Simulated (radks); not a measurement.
# Sc⁻ inside a hard spherical wall

One table from this session's results is given with a row withheld; the runs are named, their logs left out.

Program: radks (a radial shooting solver on a logarithmic mesh, Libxc functionals) version 1. Level of theory: scalar-relativistic Kohn-Sham, LDA (Slater exchange, VWN5 correlation), spin-polarised, spherical densities, finite nucleus; open shells are filled with parallel spins first. These are calculated values, not measurements, unless marked.

### The system

| Quantity | Value |
| --- | --- |
| element | scandium (Z = 21) |
| charge | -1 |
| electrons | 22 |
| configuration | [Ar] 3d2 4s2 |
| nuclear rms radius | 3.5459 fm |

The outer shells:

Sc⁻
```
[Ar] core
3d [↑ ][↑ ][  ][  ][  ]
4s [↑↓]
```

Set-up of the first run:

Settings of this run:

```text
Z 21
configuration [Ar] 3d2 4s2 4p0 5s0 4d0
relativity scalar-relativistic
functional lda,vwn5
spin polarised
nucleus finite rms 3.5459 fm
wall 20 bohr
c 137.035999084
```

On the command line:

```
$ python run_ks.py task.json out
```

All runs below come from this command, one after another.

Among the steps run: Wall at 20 bohr; Wall at 12 bohr; Wall at 10 bohr; Wall at 8 bohr; Wall at 7 bohr; Wall at 5 bohr; Wall at 3.5 bohr; Wall at 3 bohr; Wall at 2.5 bohr; Wall at 1.5 bohr.

One table of the session follows, with a row left open; its other results are not shown here.

| R (bohr) | E − E(widest) (eV) | ε(4p, empty) (eV) | ε(5s, empty) (eV) | ε(3d) (eV) | ε(4d, empty) (eV) |
| --- | --- | --- | --- | --- | --- |
| 20 | 0.000 | 1.594 | 1.719 | 1.852 | 2.249 |
| 12 | 0.233 | 2.498 | 4.053 | 2.774 | 4.676 |
| 10 | 0.530 | 3.135 | 5.937 | 3.358 | 6.204 |
| 8 | ? | ? | ? | ? | ? |
| 7 | 2.753 | 5.962 | 14.106 | 5.711 | 11.819 |
| 5 | 11.422 | 13.219 | 34.119 | 10.496 | 23.531 |
| 3.5 | 45.352 | 34.387 | 87.910 | 20.571 | 50.591 |
| 3 | 81.753 | 53.086 | 132.26 | 28.189 | 71.266 |
| 2.5 | 164.99 | 89.357 | 214.17 | 42.124 | 108.07 |
| 1.5 | 1104.6 | 369.77 | 801.24 | 139.28 | 353.93 |

Estimate the missing values for R (bohr) = 8.

Worked estimate for «E − E(widest) (eV)». A straight line through the neighbours (10, 0.530) and (7, 2.753) gives 0.530 + (2.753 − 0.530) × (8 − 10) / (7 − 10) = 2.012; a parabola fitted to 4 rows on both sides gives 1.537.

**Answer.** E − E(widest) (eV): 1.499; ε(4p, empty) (eV): 4.551; ε(5s, empty) (eV): 10.064; ε(3d) (eV): 4.583; ε(4d, empty) (eV): 9.161. In «E − E(widest) (eV)» the line misses by +0.513 and the parabola by +0.038.

From R = 20 bohr inwards the highest occupied level lies above zero, in an anion first from self-interaction, then from the wall. Shells are not refilled when levels cross, and a hard wall is a model, not a crystal.
